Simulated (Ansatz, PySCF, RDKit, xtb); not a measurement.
**Isomers of C2H6BNO2, a sample narrowed down**

A sample of isomers of C2H6BNO2 is drawn. Aim: find which of them has the lowest free energy at 298.15 K, then its properties. The sample is small against all isomers, and the most stable one of this formula need not be in it.

Plan: many cheap relaxations first (GFN2-xTB), then density-functional screening, relaxation at PBE0-D3(BJ)/def2-SVP, vibrations (at GFN2-xTB) and a final energy. The numbers are computed, not measured.

1 further run of the same task is left out (set aside as unsound or not needed).

## (1) Drawing up candidates

Isomers were taken from a list of plausible structures; this is a sample, not all of them. That gives 5 candidates.

```csv
label,SMILES,spin
c200,CC#[N+][BH-](O)O,singlet
c231,C=NB(O)OC,singlet
c328,NB1OCCO1,singlet
c431,OB(O)[C@@H]1CN1,singlet
c893,CB(O)NC=O,singlet
```

Candidates are built by distance geometry, with a force field where one applies, in up to four conformers (letters a to d).

Q: Predict the outcome of this search (final energies at CCSD(T)/def2-SVP + MP2/def2-TZVPP - MP2/def2-SVP).

| quantity | value |
| --- | --- |
| lowest structure found | NB1OCCO1, singlet |
| next finalist | CB(O)NC=O, singlet, 3.1 kcal/mol higher in G |
| share at equilibrium, among the finalists | 99.4 % |
| dipole moment (PBE0/def2-SVPD) | 0.36 D |
| HOMO energy (PBE0/def2-SVPD) | -7.60 eV |
| LUMO energy (PBE0/def2-SVPD) | 0.30 eV |
| HOMO–LUMO gap (PBE0/def2-SVPD) | 7.90 eV |
| lowest excitation (TD-PBE0/def2-SVPD) | 6.63 eV (f = 0.030) |
| strongest of the states computed, same level | 8.30 eV (f = 0.034) |
| lowest triplet excitation, same level, Tamm-Dancoff | 6.38 eV |
| vertical ionisation energy | 9.80 eV |
| vertical electron affinity | -1.22 eV (unbound: the value depends on the basis) |
| vertical triplet less singlet | +6.40 eV |

The lowest structure found is `NB1OCCO1`. The margin of 3.1 kcal/mol over the next finalist is beyond the usual error of the last level; it says nothing of structures that weren't ranked. GFN2-xTB, HF/STO-3G, r2SCAN-D4/def2-SVP, PBE0-D3(BJ)/def2-SVP, HF/def2-SVP and MP2/def2-SVP already put its bonding pattern lowest among the structures in one piece. Lowest found is not proven lowest: the search is finite, and each finalist counts with one conformer. Only 5 drawn patterns were tried, so whole families of isomers are missing, and the result ranks this sample alone. The lowest isomer need not be the one that is made and kept in a bottle, which depends on barriers.
